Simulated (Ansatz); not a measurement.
Born–Oppenheimer molecular dynamics of a periodic cell of 16 atoms, V (start crystal V, start structure bcc, volume 1 times the crystal's). It goes on from the last frame of an earlier run, with new velocities.

Level of theory: DFT PBEsol, scalar-relativistic, plane waves, PAW (Ansatz). Settings: cutoff 420 eV, k mesh 2x2x2, fermi-dirac smearing 0.17 eV, no spin polarisation.

```json
{
  "ensemble": "NVE (velocity Verlet)",
  "time step": "18 fs",
  "steps asked": "200",
  "starting velocities drawn for": "1200 K",
  "seed": "69648"
}
```

First frame:

```xyz
16
Lattice="6.0400 0.0000 0.0000 0.0000 6.0400 0.0000 0.0000 0.0000 6.0400" Properties=species:S:1:pos:R:3
V 0.081 0.059 0.356
V 3.005 0.044 0.173
V -0.211 2.929 0.452
V -0.125 -0.060 3.192
V 1.427 1.807 1.896
V 3.052 2.850 0.615
V 3.004 0.114 3.142
V 4.521 1.469 1.622
V 0.061 3.118 3.641
V 1.520 4.606 1.864
V 1.649 1.438 4.914
V 2.769 3.176 3.370
V 4.548 4.394 2.036
V 4.529 1.385 4.906
V 1.418 4.550 4.702
V 4.551 4.479 4.945
```

(1) What does the run give?

(2) What happens to the structure?

(3) How do temperature and energy run in time?

Results:

(1) The run went to its last step.

```yaml
steps_done: 200
time_covered: 3600 fs
mean_temperature_over_the_second_half: 1218 K
spread_of_the_potential_energy_over_the_second_half: 29.3 meV per atom
mean_potential_energy_of_the_second_half_above_the_start: -1.1 meV per atom
```

The conserved energy wandered by up to 9.9 meV per atom (net -8.0 meV per atom), which is poor conservation. A run of 3.6 ps of so small a system gives no equilibrium averages. Limits of this set-up: coarse k mesh, magnetic elements without spin.

(2) Mean squared displacements from the first frame to the last, about the centre of mass: V 0.06 Å². This is one draw of velocities; another would differ in detail.

(3) 
```
time (fs)  T (K)  potential energy less start (eV)  conserved less start (meV/atom)
      0.0   1200                             0.000                             0.00
    180.0   1103                             0.241                             3.27
    360.0   1368                            -0.352                            -1.67
    540.0    905                             0.691                             7.44
    720.0   1400                            -0.407                            -1.24
    900.0   1451                            -0.517                            -1.86
   1080.0    889                             0.721                             7.43
   1260.0   1120                             0.157                             0.08
   1440.0   1639                            -0.994                            -8.95
   1620.0   1303                            -0.211                            -0.77
   1800.0    856                             0.783                             7.28
   1980.0   1189                             0.037                             0.96
   2160.0   1462                            -0.541                            -2.11
   2340.0   1011                             0.446                             4.92
   2520.0    904                             0.644                             4.44
   2700.0   1368                            -0.364                            -2.42
   2880.0   1570                            -0.790                            -4.50
   3060.0   1248                            -0.091                             0.11
   3240.0    807                             0.920                             9.89
   3420.0   1114                             0.188                             1.33
   3600.0   1688                            -1.073                            -7.96
```

The run took 13 min on 2 threads of Intel(R) Xeon(R) 6975P-C (Granite Rapids), with other jobs on the host, peak memory 0.95 GiB.
